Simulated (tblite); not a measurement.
# C6H6O3P2: the cost of one run

Programs: tblite 0.8.0 and PySCF 2.14.0, with density-fitted response routines of our own. Each step states its level of theory. These are calculated values for one molecule in the gas phase, unless marked as measured. Atoms are numbered from 0 throughout.

**1. The molecule as given**

17 atoms, charge 0, multiplicity 1; geometry from: force field or distance geometry start.

Bonds of the start (Å): C0–O1 1.43, O1–C2 1.37, C2–O3 1.24, C2–P4 1.82, P4–P5 1.98, P5–C6 1.84, C6–C7 1.38, C7–C8 1.40, C8–C9 1.37, C9–O10 1.33, O10–C6 1.34, C0–H11 1.11, C0–H12 1.11, C0–H13 1.12, C7–H14 1.09, C8–H15 1.09, C9–H16 1.08.

**2. Optimising the geometry with GFN2-xTB**

What the job is given:

```
{"job": {"kind": "relax", "xc": "GFN2-xTB", "basis": "xTB"}, "charge": 0, "multiplicity": 1}
C      4.850100     0.130200    -1.224100
O      3.439000    -0.051900    -1.134700
C      2.718400     0.018400     0.034000
O      3.305100     0.289900     1.092400
P      0.919900    -0.254800    -0.038800
P     -0.479600     0.887300     0.771400
C     -2.277400     0.517100     0.630000
C     -3.327500     1.415100     0.655900
C     -4.488800     0.644000     0.515800
C     -4.078200    -0.664600     0.426400
O     -2.755700    -0.722700     0.493300
H      5.109500     1.182600    -1.006100
H      5.395400    -0.535100    -0.525900
H      5.160500    -0.158300    -2.261200
H     -3.266400     2.502100     0.754900
H     -5.524300     0.999400     0.497500
H     -4.707100    -1.537200     0.309100
```

Started as:

```sh
OMP_NUM_THREADS=1 python probes_run.py task.json out
```

The driver reads the jobs from task.json and runs them one after another.

**Question.** How long does this first job take on 1 thread of Arm Neoverse V2, shared host?

About 1.2 s.
